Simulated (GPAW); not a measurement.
# GaGe3 (Pm-3m) in GPAW: a series of runs, part 2 of 2

GPAW 26.7.0.

### Step 3. Relaxation of cell and atoms, PBEsol, target pressure 20 GPa, at which the enthalpy is minimised

Contents of run.py:

```python
from ase import Atoms
from ase.filters import FrechetCellFilter
from ase.io import write
from ase.optimize import BFGS
from ase.units import GPa
from gpaw import GPAW, PW, setup_paths

setup_paths.insert(0, '.')

atoms = Atoms(['Ge', 'Ge', 'Ge', 'Ga'],
              cell=[[4.278466, 0.0, 0.0],
                    [0.0, 4.278466, 0.0],
                    [0.0, 0.0, 4.278466]],
              scaled_positions=[[0.5, 0.5, 0.0],
                                [0.5, 0.0, 0.5],
                                [0.0, 0.5, 0.5],
                                [0.0, 0.0, 0.0]],
              pbc=True)

calc = GPAW(mode=PW(600),
            xc='PBEsol',
            kpts={'size': (6, 6, 6), 'gamma': True},
            occupations={'name': 'fermi-dirac', 'width': 0.05},
            nbands=18,
            convergence={'density': 1e-05, 'forces': 0.0001},
            maxiter=150,
            txt='gpaw.txt')
atoms.calc = calc
opt = BFGS(FrechetCellFilter(atoms, scalar_pressure=20 * GPa), trajectory='relax.traj', logfile='-')
done = opt.run(fmax=0.02, steps=60)
calc.write('gs.gpw')
write('result.traj', atoms)
print('Converged:', done)
print('Cell:', atoms.cell.cellpar().round(4))
print('Volume:', round(atoms.get_volume(), 4))
print(atoms.get_scaled_positions().round(5))
```

Potentials or basis: PAW data sets generated in the run's folder for this functional, pw.

On the command line:

```console
> gpaw-setup -f PBEsol Ga Ge
> OMP_NUM_THREADS=1 python run.py
```

gpaw.txt:

```text
__  _  _
 | _ |_)|_||  |
 |__||  | ||/\| - 26.7.0

Input parameters:
  mode=PW(ecut=600.0),
  convergence={'density': 1e-05, 'forces': 0.0001},
  kpts=MonkhorstPack(size=(6, 6, 6), gamma=True),
  maxiter=150,
  nbands=18,
  occupations=Occupations(name='fermi-dirac', width=0.05),
  xc=XC(name='PBEsol')

Diagonalizing LCAO Hamiltonian
Converting LCAO to pw mode
    .----------.
   /|          |
  / |          |
 *  |          |
 | Ge          |
 |  .----------.
 | /   Gee    /
 |/          /
 Ga---------*

Atoms  # Å, Bohr magnetons
|   | symbol |        x |        y |        z |    initial magnetic moments |
|---|--------|----------|----------|----------|-----------------------------|
| 0 |     Ge | 2.139233 | 2.139233 | 0.000000 | ( 0.0000,  0.0000,  0.0000) |
| 1 |     Ge | 2.139233 | 0.000000 | 2.139233 | ( 0.0000,  0.0000,  0.0000) |
| 2 |     Ge | 0.000000 | 2.139233 | 2.139233 | ( 0.0000,  0.0000,  0.0000) |
| 3 |     Ga | 0.000000 | 0.000000 | 0.000000 | ( 0.0000,  0.0000,  0.0000) |

Unit cell  # Å
| periodic |        x |        y |        z |  lengths |    angles |
|----------|----------|----------|----------|----------|-----------|
|      yes | 4.278466 | 0.000000 | 0.000000 | 4.278466 | 90.000000 |
|      yes | 0.000000 | 4.278466 | 0.000000 | 4.278466 | 90.000000 |
|      yes | 0.000000 | 0.000000 | 4.278466 | 4.278466 | 90.000000 |

[... 1355 lines left out ...]
|         x |         y |         z |
|-----------|-----------|-----------|
| -0.123381 |  0.000000 |  0.000000 |
|  0.000000 | -0.123381 |  0.000000 |
|  0.000000 |  0.000000 | -0.123381 |

Forces  # eV/Ang
|        x |       y |        z |
|----------|---------|----------|
| -0.00000 | 0.00000 | -0.00000 |  # Ge   0
|  0.00000 | 0.00000 |  0.00000 |  # Ge   1
| -0.00000 | 0.00000 |  0.00000 |  # Ge   2
| -0.00000 | 0.00000 | -0.00000 |  # Ga   3

Interpolating wave functions to new cell
[... 6 lines left out ...]
Atoms  # Å, Bohr magnetons
|   | symbol |        x |         y |        z |    initial magnetic moments |
|---|--------|----------|-----------|----------|-----------------------------|
| 0 |     Ge | 1.969159 |  1.969159 | 0.000000 | ( 0.0000,  0.0000,  0.0000) |
| 1 |     Ge | 1.969159 | -0.000000 | 1.969159 | ( 0.0000,  0.0000,  0.0000) |
| 2 |     Ge | 0.000000 |  1.969159 | 1.969159 | ( 0.0000,  0.0000,  0.0000) |
| 3 |     Ga | 0.000000 |  0.000000 | 0.000000 | ( 0.0000,  0.0000,  0.0000) |

Unit cell  # Å
| periodic |        x |         y |         z |  lengths |    angles |
|----------|----------|-----------|-----------|----------|-----------|
|      yes | 3.938318 | -0.000000 | -0.000000 | 3.938318 | 90.000000 |
|      yes | 0.000000 |  3.938318 |  0.000000 | 3.938318 | 90.000000 |
|      yes | 0.000000 | -0.000000 |  3.938318 | 3.938318 | 90.000000 |

Number of symmetries: 48
Symmetry operations  # r_c * U_cc + t_c -> r_c
|    | kind |            matrix            |
|----|------|------------------------------|
|  0 |  E   |  1, 0, 0,  0, 1, 0,  0, 0, 1 |
|  1 |  σ   |  1, 0, 0,  0, 1, 0,  0, 0,-1 |
|  2 |  σ   |  1, 0, 0,  0, 0, 1,  0, 1, 0 |
|  3 |  C4  |  1, 0, 0,  0, 0, 1,  0,-1, 0 |
|  4 |  C4  |  1, 0, 0,  0, 0,-1,  0, 1, 0 |
|  5 |  σ   |  1, 0, 0,  0, 0,-1,  0,-1, 0 |
|  6 |  σ   |  1, 0, 0,  0,-1, 0,  0, 0, 1 |
|  7 |  C2  |  1, 0, 0,  0,-1, 0,  0, 0,-1 |
|  8 |  σ   |  0, 1, 0,  1, 0, 0,  0, 0, 1 |
[... 226 lines left out ...]
Stress tensor  # eV/Ang^3
|         x |         y |         z |
|-----------|-----------|-----------|
| -0.124805 |  0.000000 |  0.000000 |
|  0.000000 | -0.124805 |  0.000000 |
|  0.000000 |  0.000000 | -0.124805 |

Forces  # eV/Ang
|        x |        y |       z |
|----------|----------|---------|
|  0.00000 | -0.00000 | 0.00000 |  # Ge   0
| -0.00000 |  0.00000 | 0.00000 |  # Ge   1
| -0.00000 |  0.00000 | 0.00000 |  # Ge   2
|  0.00000 |  0.00000 | 0.00000 |  # Ga   3

# Writing to gs.gpw (mode='')
```

stdout:

```text
Step          Energy          fmax
BFGS:    0       -7.455191        2.895716
BFGS:    1       -7.796240        2.605022
BFGS:    2       -8.885725        0.954339
BFGS:    3       -9.005511        0.298323
BFGS:    4       -9.017177        0.022159
BFGS:    5       -9.017215        0.000387
Converged: True
Cell: [ 3.9383  3.9383  3.9383 90.     90.     90.    ]
Volume: 61.0847
[[0.5 0.5 0. ]
 [0.5 0.  0.5]
 [0.  0.5 0.5]
 [0.  0.  0. ]]
```

Wall time 86 s (1 thread of Arm Neoverse V1, shared host); peak memory 0.21 GiB.

Results:

```yaml
Free_energy: -16.6424 eV
Relaxed_volume: 15.27 Å³/atom
Relaxed_cell: a = 3.938 Å, b = 3.938 Å, c = 3.938 Å, α = 90.00°, β = 90.00°, γ = 90.00°
Space_group_after_relaxing_to_0.05_Å: Pm-3m (No. 221)
Energy_change_on_relaxing_the_enthalpy_is_what_falls: +146.9 meV/atom
Ionic_steps: 6
Pressure_after_relaxing: 20.0 GPa
Band_gap_on_the_k_mesh: none (metal or under the smearing width)
```

The path:
| step | energy change (eV) | largest force (eV/Å) | pressure (GPa) | volume (Å³) |
| --- | --- | --- | --- | --- |
| 1 | 0.0000 | 0.0000 | -3.70 | 78.32 |
| 2 | -0.0422 | 0.0000 | -1.99 | 75.93 |
| 3 | 0.1889 | 0.0000 | 10.64 | 65.35 |
| 4 | 0.7446 | 0.0000 | 23.19 | 59.92 |
| 5 | 0.5768 | 0.0000 | 19.77 | 61.17 |
| 6 | 0.5877 | 0.0000 | 20.00 | 61.08 |

Final structure:
```
Ge Ga
1.0
     3.93832    0.00000    0.00000
     0.00000    3.93832    0.00000
     0.00000    0.00000    3.93832
Ge Ga
3 1
Direct
  0.50000 0.50000 0.00000
  0.50000 0.00000 0.50000
  0.00000 0.50000 0.50000
  0.00000 0.00000 0.00000
```

Caveat: later steps reuse the first step's grids; the volume moved by over 15 % at a fixed basis, so the end points are rough.

### Step 4. Relaxation of cell and atoms, PBEsol, target pressure 30 GPa, at which the enthalpy is minimised

run.py, as its differences from that of step 3:

```diff
@@ -28,3 +28,3 @@
 atoms.calc = calc
-opt = BFGS(FrechetCellFilter(atoms, scalar_pressure=20 * GPa), trajectory='relax.traj', logfile='-')
+opt = BFGS(FrechetCellFilter(atoms, scalar_pressure=30 * GPa), trajectory='relax.traj', logfile='-')
 done = opt.run(fmax=0.02, steps=60)
```

On the command line:

```console
> gpaw-setup -f PBEsol Ga Ge
> OMP_NUM_THREADS=1 python run.py
```

Wall time 86 s (1 thread of Arm Neoverse V1, shared host); peak memory 0.2 GiB.

The run converged. Its results:

```
Free energy                                            : -16.1265 eV
Relaxed volume                                         : 14.44 Å³/atom
Relaxed cell                                           : a = 3.865 Å, b = 3.865 Å, c = 3.865 Å, α = 90.00°, β = 90.00°, γ = 90.00°
Space group after relaxing (to 0.05 Å)                 : Pm-3m (No. 221)
Energy change on relaxing (the enthalpy is what falls) : +275.9 meV/atom
Ionic steps                                            : 6
Pressure after relaxing                                : 30.0 GPa
Band gap on the k mesh                                 : none (metal or under the smearing width)
```

The path:
| step | energy change (eV) | largest force (eV/Å) | pressure (GPa) | volume (Å³) |
| --- | --- | --- | --- | --- |
| 1 | 0.0000 | 0.0000 | -3.70 | 78.32 |
| 2 | -0.0517 | 0.0000 | -1.19 | 74.94 |
| 3 | 0.2491 | 0.0000 | 12.23 | 64.50 |
| 4 | 1.5051 | 0.0000 | 37.09 | 55.83 |
| 5 | 1.0696 | 0.0000 | 29.36 | 57.94 |
| 6 | 1.1035 | 0.0000 | 29.98 | 57.75 |

Final structure:
```cif
data_structure
_symmetry_space_group_name_H-M 'P 1'
_symmetry_Int_Tables_number 1
_cell_length_a 3.8654
_cell_length_b 3.8654
_cell_length_c 3.8654
_cell_angle_alpha 90.000
_cell_angle_beta 90.000
_cell_angle_gamma 90.000
_cell_volume 57.75
loop_
_atom_site_label
_atom_site_type_symbol
_atom_site_fract_x
_atom_site_fract_y
_atom_site_fract_z
_atom_site_occupancy
Ge1 Ge 0.50000 0.50000 0.00000 1
Ge2 Ge 0.50000 0.00000 0.50000 1
Ge3 Ge 0.00000 0.50000 0.50000 1
Ga1 Ga 0.00000 0.00000 0.00000 1
```

Levels at points of the mesh, in eV from the Fermi level:
| k point | band 4 | band 5 | band 6 | band 7 | band 8 | band 9 | band 10 | band 11 | band 12 | band 13 |
| --- | --- | --- | --- | --- | --- | --- | --- | --- | --- | --- |
| (0.00, 0.00, 0.00) | -5.26 | -5.14 | -5.14 | -3.19 | 3.33 | 3.33 | 3.33 | 4.35 | 4.35 | 4.35 |
| (0.50, 0.00, 0.00) | -2.80 | -2.80 | -2.30 | -2.14 | -2.14 | -0.58 | -0.44 | 6.10 | 6.10 | 6.95 |
| (0.50, 0.50, 0.00) | -8.97 | -0.30 | -0.18 | 0.02 | 0.02 | 0.35 | 0.35 | 1.38 | 1.54 | 8.24 |
| (0.50, 0.50, 0.50) | -7.37 | -6.79 | -6.79 | -6.79 | -5.90 | 9.10 | 9.10 | 9.22 | 9.22 | 9.22 |

Caveat: later steps reuse the first step's grids; the volume moved by over 15 % at a fixed basis, so the end points are rough.

### Step 5. Summary

| cell | target pressure | gap on the mesh (eV) | pressure (GPa) |
| --- | --- | --- | --- |
| relaxed to 10 GPa | 10 GPa | none | 10.2 |
| relaxed to 20 GPa | 20 GPa | none | 20.0 |
| relaxed to 30 GPa | 30 GPa | none | 30.0 |

Alike in all rows: task relaxation of cell and atoms; level PBEsol; potentials or basis PAW data sets generated in the run's folder for this functional, pw; no spin polarisation; k mesh 6 × 6 × 6; cutoff (eV) 600; smearing fermi-dirac 0.05 eV.

Caveats: later steps reuse the first step's grids; the volume moved by over 15 % at a fixed basis, so the end points are rough.

Total energies depend on the potentials used, so only differences within one code and one set of settings carry meaning.
